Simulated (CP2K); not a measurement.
Crystal: WAu.

```
W Au
1.0
     4.11424    0.00000    0.00000
     2.05712    3.56304    0.00000
     2.05712    1.18768    3.35927
W Au
1 1
Cartesian
  0.0000 0.0000 0.0000
  6.1714 3.5630 2.5194
```

The cell was built by a generator and needn't be a form met in nature.

Base run:

```yaml
Program: CP2K 2026.2
Functional: vdW-DF-cx
Potentials_or_basis: POTENTIAL_UZH W GTH-PBE-q14, Au GTH-PBE-q11; TZVP-MOLOPT-PBE-GTH basis
Density_cutoff: 9524 eV
k_mesh: 8 × 8 × 8
Occupations: fermi-dirac, width 0.05 eV
Spin: no spin polarisation
```

Its results: band gap on the k mesh none (metal or under the smearing width); pressure -1.5 GPa.

Problem. After a change of settings the same cell gave: band gap on the k mesh none (metal or under the smearing width); pressure 1.4 GPa. Which change was it?
A. functional from vdW-DF-cx to WC
B. functional from vdW-DF-cx to PBEsol
C. functional from vdW-DF-cx to LDA
D. functional from vdW-DF-cx to PBE

Solution. D.

Caveats: the basis of atomic orbitals isn't converged, which shifts pressures, moduli and gaps; the potentials were made for another functional, which shifts forces and pressure (some runs).

Not every run made on this cell is shown here.
